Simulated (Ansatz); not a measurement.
Consider a convergence test of the k-point mesh of ZrH3, space group Pm-3m (the Python package of Ansatz (0.2.0)).

Script `kconv_zrh3.py`:
```python
"""k-point test for ZrH3."""

import ansatz as az
from tabulate import tabulate


def main() -> None:
    lattice = az.Lattice.of(
        (3.126038, 0.0, 0.0),
        (0.0, 3.126038, 0.0),
        (0.0, 0.0, 3.126038),
    )
    sites = [
        ("Zr", (0.0, 0.0, 0.0)),
        ("H", (0.0, 0.5, 0.5)),
        ("H", (0.5, 0.0, 0.5)),
        ("H", (0.5, 0.5, 0.0)),
    ]
    crystal = az.Crystal(lattice=lattice)
    for symbol, position in sites:
        crystal = crystal.atom(symbol, position)

    setup = (
        crystal.calculation()
        .functional("r2scan", dispersion="d3bjatm")
        .occupations("fermi_dirac", width=0.3)
        .mixing("broyden", preconditioner="none")
        .scf(tolerance=1e-07, max_iterations=200)
        .forces()
        .stress()
    )

    rows = []
    for value in [0.8, 0.6, 0.5, 0.4, 0.33]:
        rep = setup.kpoints(spacing=value).run().report
        rows.append((value, rep["free_energy_ev"] / len(rep["lattice"]["sites"]), rep["n_iterations"], sum(rep["stress_gpa"][i][i] for i in range(3)) / 3, max(abs(f) for row in rep["forces_ev_ang"] for f in row), rep["n_kpoints"]))

    print(tabulate(rows, headers=["spacing (1/A)", "F/atom (eV)", "iterations", "P (GPa)", "max force (eV/A)", "k-points"], floatfmt=".4f", tablefmt="github"))

    # the last row is the reference
    for row in rows[:-1]:
        shift = 1000 * (row[1] - rows[-1][1])
        print(f"{row[0]}: {shift:+.2f} meV/atom" + ("  (within 5 meV)" if abs(shift) < 5 else ""))


if __name__ == "__main__":
    main()
```

How fast does the energy converge with the mesh (threshold 5 meV an atom)?

From a spacing of 0.4 (6×6×6) on it stays within 5 meV an atom of the value at a spacing of 0.33 (7×7×7); the first row (a spacing of 0.8 (3×3×3)) is off by 39.0 meV and the last but one by 1.15 meV. This holds for F at a smearing of 0.3 eV; a narrower one needs a denser mesh. The pressure moves from -1.26 to -2.55 GPa.

The run itself:

```console
$ python kconv_zrh3.py
DeckWarning: basis.ecutwfc = 500 eV, auto-derived from the records' recommended cutoffs: set by Zr (their level for a meta-GGA)
DeckWarning: output.stress: scf.convergence.dr2_threshold = 1e-7 eV (the SCF's general default) is looser than the 4e-10 eV advised for a printed stress (1e-10 eV for each atom of the cell: 4). What an SCF threshold leaves in a stress goes as its square root, and in the free energy as the threshold itself, and one threshold admits the most on a small cell: of the crystals measured, under no hybrid functional and no lock of the moments, on runs that ended without the residual-converged pass, on [...]
|   spacing (1/A) |   F/atom (eV) |   iterations |   P (GPa) |   max force (eV/A) |   k-points |
|-----------------|---------------|--------------|-----------|--------------------|------------|
|          0.8000 |    -1061.1122 |            7 |   -1.2581 |             0.0000 |          4 |
|          0.6000 |    -1061.1228 |            7 |   -1.2559 |             0.0000 |         10 |
|          0.5000 |    -1061.1423 |            7 |   -1.7481 |             0.0000 |         10 |
|          0.4000 |    -1061.1501 |            7 |   -2.2737 |             0.0000 |         20 |
|          0.3300 |    -1061.1513 |            7 |   -2.5462 |             0.0000 |         20 |
0.8: +39.01 meV/atom
0.6: +28.44 meV/atom
0.5: +8.98 meV/atom
0.4: +1.15 meV/atom  (within 5 meV)
```
(Warnings from the package without file and line, shortened.)

Caveats:
- Dispersion corrections can be off by several per cent in the lattices of metals, and by several GPa in the pressure at a fixed cell.
- The smearing is wide enough that free energy and stress hold a thermal part of the electrons.
- Forces vanish by symmetry here and test nothing.
- Pressure is positive in compression.
- This cell is a computed structure, which may not be the phase found in nature.
- Shifts are counted from the finest mesh, which is itself no proven limit.
- Cost: roughly 10 core-seconds.

(Lines on the test bed's own set-up are left out of the output.)
